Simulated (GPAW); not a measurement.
# As2S (I4_1/amd) in GPAW: notebook

Aim: see how the results for As2S move with the level of theory and the settings. Levels: PBEsol, PBEsol+D3, PBEsol+D3(BJ), PBEsol+D3(BJ)+ATM. Tasks: relaxation of cell and atoms.

All numbers are computed with GPAW 26.7.0; they aren't measurements. Logs are shortened: lines on timing, memory, paths and dates and some standing lists are left out, and cuts for length are marked. The log counts tension as positive stress, the text compression.

## (1) The structure

It takes space group I4_1/amd (No. 141, tetragonal). Conventional cell: a = 7.013 Å, b = 7.013 Å, c = 4.972 Å, α = 90.00°, β = 90.00°, γ = 90.00°. Around As (site symmetry 2/m) lie 2 S at 2.56 Å and 4 As at 2.77 Å. Around S (site symmetry -4m2) lie 4 As at 2.56 Å.

The cell comes from a database or a generator and needn't be the stable form of this composition.

## (2) Relaxation of cell and atoms, PBEsol

The input, run.py:

```python
from ase import Atoms
from ase.filters import FrechetCellFilter
from ase.io import write
from ase.optimize import BFGS
from gpaw import GPAW, PW, setup_paths

setup_paths.insert(0, '.')

atoms = Atoms(['As', 'As', 'As', 'As', 'S', 'S'],
              cell=[[-3.50648, 3.50648, 2.485919],
                    [3.50648, -3.50648, 2.485919],
                    [3.50648, 3.50648, -2.485919]],
              scaled_positions=[[0.875, 0.125, 0.25],
                                [0.875, 0.625, 0.75],
                                [0.375, 0.125, 0.25],
                                [0.875, 0.125, 0.75],
                                [0.25, 0.75, 0.5],
                                [0.5, 0.5, 0.0]],
              pbc=True)

calc = GPAW(mode=PW(600),
            xc='PBEsol',
            kpts={'size': (5, 5, 5), 'gamma': True},
            occupations={'name': 'fermi-dirac', 'width': 0.05},
            nbands=30,
            convergence={'density': 1e-05, 'forces': 0.0001},
            maxiter=150,
            txt='gpaw.txt')
atoms.calc = calc
opt = BFGS(FrechetCellFilter(atoms), trajectory='relax.traj', logfile='-')
done = opt.run(fmax=0.02, steps=60)
calc.write('gs.gpw')
write('result.traj', atoms)
print('Converged:', done)
print('Cell:', atoms.cell.cellpar().round(4))
print('Volume:', round(atoms.get_volume(), 4))
print(atoms.get_scaled_positions().round(5))
```

Potentials or basis: PAW data sets generated in the run's folder for this functional, pw.

On the command line:

```
> gpaw-setup -f PBEsol As S
> OMP_NUM_THREADS=1 python run.py
```

gpaw.txt:

```text
__  _  _
 | _ |_)|_||  |
 |__||  | ||/\| - 26.7.0

Input parameters:
  mode=PW(ecut=600.0),
  convergence={'density': 1e-05, 'forces': 0.0001},
  kpts=MonkhorstPack(size=(5, 5, 5), gamma=True),
  maxiter=150,
  nbands=30,
  occupations=Occupations(name='fermi-dirac', width=0.05),
  xc=XC(name='PBEsol')

Diagonalizing LCAO Hamiltonian
Converting LCAO to pw mode

          As   As As
            S
             As
                    S

Atoms  # Å, Bohr magnetons
|   | symbol |         x |        y |        z |    initial magnetic moments |
|---|--------|-----------|----------|----------|-----------------------------|
| 0 |     As | -1.753240 | 3.506480 | 1.864439 | ( 0.0000,  0.0000,  0.0000) |
| 1 |     As |  1.753240 | 3.506480 | 1.864439 | ( 0.0000,  0.0000,  0.0000) |
| 2 |     As |  0.000000 | 1.753240 | 0.621480 | ( 0.0000,  0.0000,  0.0000) |
| 3 |     As |  0.000000 | 5.259720 | 0.621480 | ( 0.0000,  0.0000,  0.0000) |
| 4 |      S |  3.506480 | 0.000000 | 1.242959 | ( 0.0000,  0.0000,  0.0000) |
| 5 |      S |  0.000000 | 0.000000 | 2.485919 | ( 0.0000,  0.0000,  0.0000) |
[... 195 lines left out ...]
|         12 |         3.212 |     2.000 |
|         13 |         3.820 |     2.000 |
[... 8 lines left out ...]
|         22 |        12.181 |     0.000 |
|         23 |        12.181 |     0.000 |
|        ... |               |           |
|         29 |        16.549 |     0.000 |

Gap: 0.085 eV
Transition (v -> c):
  (s=0, k=13, n=15, [0.40, 0.20, 0.20]) -> (s=0, k=5, n=16, [0.40, -0.40, 0.00])
Direct/indirect transitions are different
Direct gap: 0.412 eV
Transition at: (s=0, k=5, n=15, [0.40, -0.40, 0.00])

Stress tensor  # eV/Ang^3
|        x |         y |         z |
|----------|-----------|-----------|
| 0.020362 |  0.000000 |  0.000000 |
| 0.000000 |  0.020362 | -0.000000 |
| 0.000000 | -0.000000 |  0.017484 |

Forces  # eV/Ang
|        x |        y |        z |
|----------|----------|----------|
|  0.00000 | -0.00000 |  0.00001 |  # As   0
| -0.00000 | -0.00000 |  0.00001 |  # As   1
| -0.00000 |  0.00000 | -0.00001 |  # As   2
| -0.00000 | -0.00000 | -0.00001 |  # As   3
|  0.00000 |  0.00000 |  0.00000 |  # S    4
|  0.00000 | -0.00000 | -0.00000 |  # S    5

Interpolating wave functions to new cell

          As   As As
            S
             As
                    S

Atoms  # Å, Bohr magnetons
|   | symbol |         x |        y |        z |    initial magnetic moments |
|---|--------|-----------|----------|----------|-----------------------------|
| 0 |     As | -1.751509 | 3.503018 | 1.862858 | ( 0.0000,  0.0000,  0.0000) |
| 1 |     As |  1.751509 | 3.503018 | 1.862858 | ( 0.0000,  0.0000,  0.0000) |
| 2 |     As | -0.000000 | 1.751509 | 0.620953 | ( 0.0000,  0.0000,  0.0000) |
| 3 |     As | -0.000000 | 5.254527 | 0.620953 | ( 0.0000,  0.0000,  0.0000) |
| 4 |      S |  3.503018 | 0.000000 | 1.241906 | ( 0.0000,  0.0000,  0.0000) |
| 5 |      S | -0.000000 | 0.000000 | 2.483811 | ( 0.0000,  0.0000,  0.0000) |
[... 153 lines left out ...]
SCF iterations
|iter     | |      energy | eigst |  dens |force |
|---------|-|-------------|-------|-------|------|
|iter:   1| |  -29.093629 | -3.83 |       |      |
|iter:   2| |  -29.093525 | -5.92 | -2.62 |      |
|iter:   3| |  -29.092911c| -5.16 | -2.66 |      |
|iter:   4| |  -29.092887c| -6.26 | -3.40 |      |
|iter:   5| |  -29.092883c| -7.38 | -4.04 |      |
|iter:   6| |  -29.092884c| -8.15c| -4.28 |      |
|iter:   7| |  -29.092884c| -8.67c| -4.95 |      |
|iter:   8| |  -29.092884c| -9.41c| -5.61c|      |
|iter:   9| |  -29.092884c|-10.10c| -6.03c|-4.20c|

Converged in 9 steps
Energy contributions relative to reference atoms: (reference = -267518.170976)

Energy contributions:
  Kinetic:          26.884907
  Coulomb:         -27.894329
  Zero:              0.181203
  External:          0.000000
  Xc:              -28.261563
  Entropy:          -0.006206
  Spinorbit:         0.000000
  ----------------------------
  Free energy:     -29.095987
  Extrapolated:    -29.092884
[... 13 lines left out ...]
|         12 |         3.238 |     2.000 |
|         13 |         3.845 |     2.000 |
[... 8 lines left out ...]
|         22 |        12.237 |     0.000 |
|         23 |        12.237 |     0.000 |
|        ... |               |           |
|         29 |        16.604 |     0.000 |

Gap: 0.083 eV
Transition (v -> c):
  (s=0, k=13, n=15, [0.40, 0.20, 0.20]) -> (s=0, k=5, n=16, [0.40, -0.40, 0.00])
Direct/indirect transitions are different
Direct gap: 0.409 eV
Transition at: (s=0, k=5, n=15, [0.40, -0.40, 0.00])

Stress tensor  # eV/Ang^3
|        x |        y |        z |
|----------|----------|----------|
| 0.019129 | 0.000000 | 0.000000 |
| 0.000000 | 0.019129 | 0.000000 |
| 0.000000 | 0.000000 | 0.016024 |
[... 222 lines left out ...]
|         12 |         3.592 |     2.000 |
|         13 |         4.183 |     2.000 |
[... 8 lines left out ...]
|         22 |        13.001 |     0.000 |
|         23 |        13.001 |     0.000 |
|        ... |               |           |
|         29 |        17.362 |     0.000 |

No gap
No difference between direct/indirect transitions

Stress tensor  # eV/Ang^3
|         x |         y |         z |
|-----------|-----------|-----------|
|  0.000944 | -0.000000 |  0.000000 |
| -0.000000 |  0.000944 | -0.000000 |
|  0.000000 | -0.000000 | -0.005231 |

Forces  # eV/Ang
|        x |        y |        z |
|----------|----------|----------|
| -0.00004 | -0.00000 | -0.00005 |  # As   0
|  0.00004 |  0.00000 | -0.00005 |  # As   1
|  0.00000 | -0.00004 |  0.00005 |  # As   2
| -0.00000 |  0.00004 |  0.00005 |  # As   3
|  0.00000 | -0.00000 |  0.00000 |  # S    4
| -0.00000 |  0.00000 | -0.00000 |  # S    5
[... 209 lines left out ...]
|         12 |         3.577 |     2.000 |
|         13 |         4.167 |     2.000 |
[... 8 lines left out ...]
|         22 |        12.968 |     0.000 |
|         23 |        12.968 |     0.000 |
|        ... |               |           |
|         29 |        17.326 |     0.000 |

No gap
No difference between direct/indirect transitions

Stress tensor  # eV/Ang^3
|         x |         y |         z |
|-----------|-----------|-----------|
|  0.001769 | -0.000000 | -0.000000 |
| -0.000000 |  0.001769 |  0.000000 |
| -0.000000 |  0.000000 | -0.004102 |

Forces  # eV/Ang
|        x |        y |        z |
|----------|----------|----------|
| -0.00005 | -0.00000 | -0.00004 |  # As   0
|  0.00005 |  0.00000 | -0.00004 |  # As   1
| -0.00000 | -0.00005 |  0.00004 |  # As   2
| -0.00000 |  0.00005 |  0.00004 |  # As   3
|  0.00000 |  0.00000 |  0.00000 |  # S    4
|  0.00000 | -0.00000 | -0.00000 |  # S    5
[... 209 lines left out ...]
|         12 |         3.570 |     2.000 |
|         13 |         4.156 |     2.000 |
[... 8 lines left out ...]
|         22 |        12.950 |     0.000 |
|         23 |        12.950 |     0.000 |
|        ... |               |           |
|         29 |        17.049 |     0.000 |

No gap
No difference between direct/indirect transitions

Stress tensor  # eV/Ang^3
|         x |         y |         z |
|-----------|-----------|-----------|
|  0.002211 | -0.000000 |  0.000000 |
| -0.000000 |  0.002211 |  0.000000 |
|  0.000000 |  0.000000 | -0.003196 |

Forces  # eV/Ang
|        x |        y |        z |
|----------|----------|----------|
| -0.00003 | -0.00000 | -0.00003 |  # As   0
|  0.00003 |  0.00000 | -0.00003 |  # As   1
|  0.00000 | -0.00003 |  0.00003 |  # As   2
|  0.00000 |  0.00003 |  0.00003 |  # As   3
|  0.00000 |  0.00000 |  0.00000 |  # S    4
|  0.00000 |  0.00000 |  0.00000 |  # S    5
[... 210 lines left out ...]
|         12 |         3.566 |     2.000 |
|         13 |         4.134 |     2.000 |
[... 8 lines left out ...]
|         22 |        12.928 |     0.000 |
|         23 |        12.928 |     0.000 |
|        ... |               |           |
|         29 |        17.009 |     0.000 |

Gap: 0.063 eV
Transition (v -> c):
  (s=0, k=13, n=15, [0.40, 0.20, 0.20]) -> (s=0, k=5, n=16, [0.40, -0.40, 0.00])
Direct/indirect transitions are different
Direct gap: 0.365 eV
Transition at: (s=0, k=5, n=15, [0.40, -0.40, 0.00])

Stress tensor  # eV/Ang^3
|         x |         y |         z |
|-----------|-----------|-----------|
|  0.002716 | -0.000000 | -0.000000 |
| -0.000000 |  0.002716 |  0.000000 |
| -0.000000 |  0.000000 | -0.001003 |

Forces  # eV/Ang
|        x |        y |        z |
|----------|----------|----------|
|  0.00002 |  0.00000 |  0.00005 |  # As   0
| -0.00002 | -0.00000 |  0.00005 |  # As   1
|  0.00000 |  0.00002 | -0.00005 |  # As   2
|  0.00000 | -0.00002 | -0.00005 |  # As   3
|  0.00000 |  0.00000 | -0.00000 |  # S    4
|  0.00000 |  0.00000 |  0.00000 |  # S    5
[... 170 lines left out ...]
SCF iterations
|iter     | |      energy | eigst |  dens |force |
|---------|-|-------------|-------|-------|------|
|iter:   1| |  -29.135150 | -3.30 |       |      |
|iter:   2| |  -29.135072 | -5.93 | -2.53 |      |
|iter:   3| |  -29.134581c| -5.20 | -2.56 |      |
|iter:   4| |  -29.134573c| -6.54 | -3.27 |      |
|iter:   5| |  -29.134574c| -7.95c| -3.99 |      |
|iter:   6| |  -29.134574c| -7.50c| -4.37 |      |
|iter:   7| |  -29.134574c| -8.26c| -4.78 |      |
|iter:   8| |  -29.134574c| -9.32c| -5.48c|      |
|iter:   9| |  -29.134574c|-10.17c| -5.93c|-5.06c|

Converged in 9 steps
Energy contributions relative to reference atoms: (reference = -267518.170976)

Energy contributions:
  Kinetic:          36.496018
  Coulomb:         -35.515622
  Zero:              0.166954
  External:          0.000000
  Xc:              -30.278709
  Entropy:          -0.006429
  Spinorbit:         0.000000
  ----------------------------
  Free energy:     -29.137788
  Extrapolated:    -29.134574
[... 13 lines left out ...]
|         12 |         3.582 |     2.000 |
|         13 |         4.123 |     2.000 |
[... 8 lines left out ...]
|         22 |        12.943 |     0.000 |
|         23 |        12.943 |     0.000 |
|        ... |               |           |
|         29 |        17.008 |     0.000 |

Gap: 0.068 eV
Transition (v -> c):
  (s=0, k=13, n=15, [0.40, 0.20, 0.20]) -> (s=0, k=5, n=16, [0.40, -0.40, 0.00])
Direct/indirect transitions are different
Direct gap: 0.358 eV
Transition at: (s=0, k=5, n=15, [0.40, -0.40, 0.00])

Stress tensor  # eV/Ang^3
|         x |         y |         z |
|-----------|-----------|-----------|
|  0.002278 | -0.000000 |  0.000000 |
| -0.000000 |  0.002278 | -0.000000 |
|  0.000000 | -0.000000 |  0.000666 |

Forces  # eV/Ang
|        x |        y |        z |
|----------|----------|----------|
|  0.00009 |  0.00000 |  0.00009 |  # As   0
| -0.00009 | -0.00000 |  0.00009 |  # As   1
| -0.00000 |  0.00009 | -0.00009 |  # As   2
| -0.00000 | -0.00009 | -0.00009 |  # As   3
|  0.00000 | -0.00000 | -0.00000 |  # S    4
|  0.00000 |  0.00000 |  0.00000 |  # S    5
[... 210 lines left out ...]
|         12 |         3.614 |     2.000 |
|         13 |         4.131 |     2.000 |
[... 8 lines left out ...]
|         22 |        12.992 |     0.000 |
|         23 |        12.992 |     0.000 |
|        ... |               |           |
|         29 |        17.034 |     0.000 |

Gap: 0.071 eV
Transition (v -> c):
  (s=0, k=13, n=15, [0.40, 0.20, 0.20]) -> (s=0, k=5, n=16, [0.40, -0.40, 0.00])
Direct/indirect transitions are different
Direct gap: 0.351 eV
Transition at: (s=0, k=5, n=15, [0.40, -0.40, 0.00])

Stress tensor  # eV/Ang^3
|         x |         y |        z |
|-----------|-----------|----------|
|  0.000981 | -0.000000 | 0.000000 |
| -0.000000 |  0.000981 | 0.000000 |
|  0.000000 |  0.000000 | 0.000982 |

Forces  # eV/Ang
|        x |        y |        z |
|----------|----------|----------|
|  0.00012 |  0.00000 |  0.00013 |  # As   0
| -0.00012 | -0.00000 |  0.00013 |  # As   1
| -0.00000 |  0.00012 | -0.00013 |  # As   2
|  0.00000 | -0.00012 | -0.00013 |  # As   3
|  0.00000 |  0.00000 |  0.00000 |  # S    4
|  0.00000 |  0.00000 |  0.00000 |  # S    5

# Writing to gs.gpw (mode='')
```

It took 4.6 min on 1 thread of Arm Neoverse V1, shared host; peak memory 0.28 GiB.

What came out:

- Free energy: -29.1382 eV
- Relaxed volume: 19.61 Å³/atom
- Relaxed cell: a = 5.468 Å, b = 5.468 Å, c = 5.468 Å, α = 101.82°, β = 101.82°, γ = 126.17°
- Space group after relaxing (to 0.05 Å): I4_1/amd (No. 141)
- Energy gained by relaxing: 8.1 meV/atom
- Ionic steps: 8
- Pressure after relaxing: -0.2 GPa
- Band gap on the k mesh: 0.07 eV, indirect (least direct gap 0.35 eV)

Step by step:
| step | energy change (eV) | largest force (eV/Å) | pressure (GPa) | volume (Å³) |
| --- | --- | --- | --- | --- |
| 1 | 0.0000 | 0.0000 | -3.11 | 122.26 |
| 2 | -0.0064 | 0.0000 | -2.90 | 121.92 |
| 3 | -0.0459 | 0.0001 | 0.18 | 117.38 |
| 4 | -0.0462 | 0.0001 | 0.03 | 117.57 |
| 5 | -0.0464 | 0.0000 | -0.07 | 117.69 |
| 6 | -0.0473 | 0.0001 | -0.24 | 117.88 |
| 7 | -0.0481 | 0.0001 | -0.28 | 117.88 |
| 8 | -0.0485 | 0.0002 | -0.16 | 117.66 |

Final structure:
```xyz
6
Lattice="-3.4475 3.4475 2.4750 3.4475 -3.4475 2.4750 3.4475 3.4475 -2.4750" Properties=species:S:1:pos:R:3 pbc="T T T"
As   -1.7238    3.4475    1.8562
As    1.7238    3.4475    1.8562
As    0.0000    1.7237    0.6188
As    0.0000    5.1713    0.6188
S     3.4475    0.0000    1.2375
S     0.0000    0.0000    2.4750
```

Caveat: later steps reuse the first step's grids; an odd mesh through Γ misses points on the zone boundary, where band edges often lie.

[end of part 1 of 2]
